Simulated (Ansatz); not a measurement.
# SbMo: the cost of one run

Computed with Ansatz 0.2.0 (DFT PBE, scalar-relativistic, plane waves, PAW, unless a step's input says otherwise).

1 further run of the same task is left out (it didn't finish).

**1. The system as given**

Symmetry: F-43m, No. 216, cubic system. The conventional cell has a = 5.752 Å, b = 5.752 Å, c = 5.752 Å, α = 90.00°, β = 90.00°, γ = 90.00°. Sb (site symmetry -43m) has 4 Mo at 2.49 Å as nearest neighbours. Around Mo (site symmetry -43m) lie 4 Sb at 2.49 Å.

As a file:

```cif
data_structure
_symmetry_space_group_name_H-M 'F-43m'
_symmetry_Int_Tables_number 216
_cell_length_a 5.7520
_cell_length_b 5.7520
_cell_length_c 5.7520
_cell_angle_alpha 90.000
_cell_angle_beta 90.000
_cell_angle_gamma 90.000
_cell_volume 190.30
loop_
_atom_site_label
_atom_site_type_symbol
_atom_site_symmetry_multiplicity
_atom_site_Wyckoff_symbol
_atom_site_fract_x
_atom_site_fract_y
_atom_site_fract_z
_atom_site_occupancy
Sb1 Sb 4 a 0.00000 0.00000 0.00000 1
Mo1 Mo 4 c 0.25000 0.25000 0.25000 1
```

This is candidate A: zinc blende type (F-43m, No. 216).

(A quick probe on a coarse mesh, which set the mesh and smearing, is not shown.)

**3. Coarse relaxation (candidate A)**

input.yaml reads:

```yaml
crystal:
  lattice:
    - [0.0, 2.8759761882, 2.8759761882]
    - [2.8759761882, 0.0, 2.8759761882]
    - [2.8759761882, 2.8759761882, 0.0]
  atoms:
    - { symbol: Sb, position: [0.0, 0.0, 0.0] }
    - { symbol: Mo, position: [0.75, 0.75, 0.75] }
basis:
  ecutwfc: 420
kpoints:
  mp_grid: { grid: [6, 6, 6] }
hamiltonian:
  xc: pbe
scf:
  occupations: { method: gaussian, width: 0.1 }
  lower_state_search: "off"
output:
  forces: true
  stress: true
  eigenvalues: true
relax:
  adjacent_minimum: "off"
  f_tol: 0.04
  max_steps: 70
  cell: { stress_tol: 0.4 }
```

Run with:

```console
$ ansatz run input.yaml --threads 1 --pin off --max-ram 2560MiB --backend cpu --events-out ev --progress --plain --runs-dir out
```

What time and memory should one allow on 1 thread of Intel Xeon 6975P-C (Granite Rapids), shared host?

About 6.8 s, with a peak of 0.38 GiB.
